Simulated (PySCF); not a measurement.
**A gas-phase reaction: Cl2H2Si + Cl2 → Cl3HSi + ClH**

Aim: the reaction energy of `Cl[SiH2]Cl` + `ClCl` → `Cl[SiH](Cl)Cl` + `Cl`.

Computed with PySCF 2.14.0; each step states its level. No surroundings beyond the atoms listed, unless a continuum is named. Atoms count from 0, parts from 1.

## Step 1: The system as given

Each species was relaxed by itself at PBE0-D3(BJ)/def2-SVPD.

## Step 2: Energies of the species: wB97M-D3(BJ)/def2-TZVPD

The job: settings as JSON, then the geometry in Å.

```
{"job": {"kind": "react", "xc": "wB97M-D3(BJ)", "basis": "def2-TZVPD"}, "charge": 0, "multiplicity": 1}
-1 Cl2H2Si charge 0 multiplicity 1
Cl    -1.889040    -0.191920    -0.425480
Si     0.129580     0.097660    -0.098790
Cl     0.814920    -1.297070     1.261300
H      0.319160     1.446500     0.482260
H      0.843630    -0.111140    -1.379200

-1 Cl2 charge 0 multiplicity 1
Cl     1.014640     0.006590    -0.007120
Cl    -1.014710    -0.004460     0.009230

+1 Cl3HSi charge 0 multiplicity 1
Cl    -0.382560     0.903370     1.783450
Si    -0.071700     0.047350    -0.054250
Cl     1.916060     0.196200    -0.537900
Cl    -0.598130    -1.933360     0.026700
H     -0.886490     0.738180    -1.070380

+1 ClH charge 0 multiplicity 1
Cl     0.644670     0.002930    -0.006570
H     -0.643440    -0.006180     0.006900
```

Level: wB97M-D3(BJ)/def2-TZVPD reaction energy of separated species, gas phase.

Run with:

```console
$ OMP_NUM_THREADS=1 python cluster_run.py task.json out
```

The driver reads the jobs from task.json and runs them one after another.

**Question.** The jobs that follow are: PBE0-D3(BJ)/def2-TZVPD reaction energy of separated species, gas phase; MP2/def2-TZVPD reaction energy of separated species, gas phase. Predict: reaction energy (wB97M-D3(BJ)/def2-TZVPD); ΔH, ΔG at 298 K (xTB thermal terms). Thermal terms come from harmonic xTB runs on each species.

**Answer**, as computed:

| quantity | value |
| --- | --- |
| reaction energy (wB97M-D3(BJ)/def2-TZVPD) | -64.08 kcal/mol |
| ΔH, ΔG at 298 K (xTB thermal terms) | -64.6, -64.1 kcal/mol |
| range of the reaction energy over the runs of this table | -68.16 to -63.83 kcal/mol |

In words: The reaction is exothermic by 64.6 kcal/mol in the gas phase; dispersion gives -0.60, and xTB itself gave -32.38 for the electronic energy (xTB energies and thermal terms come from the earlier relaxation of each species, not shown). No barrier was sought. xTB and this level differ widely in the electronic energy, so what comes from xTB (the thermal terms above all) is less safe here. The reaction energy runs from -68.16 (MP2/def2-TZVPD) to -63.83 kcal/mol (PBE0-D3(BJ)/def2-TZVPD).
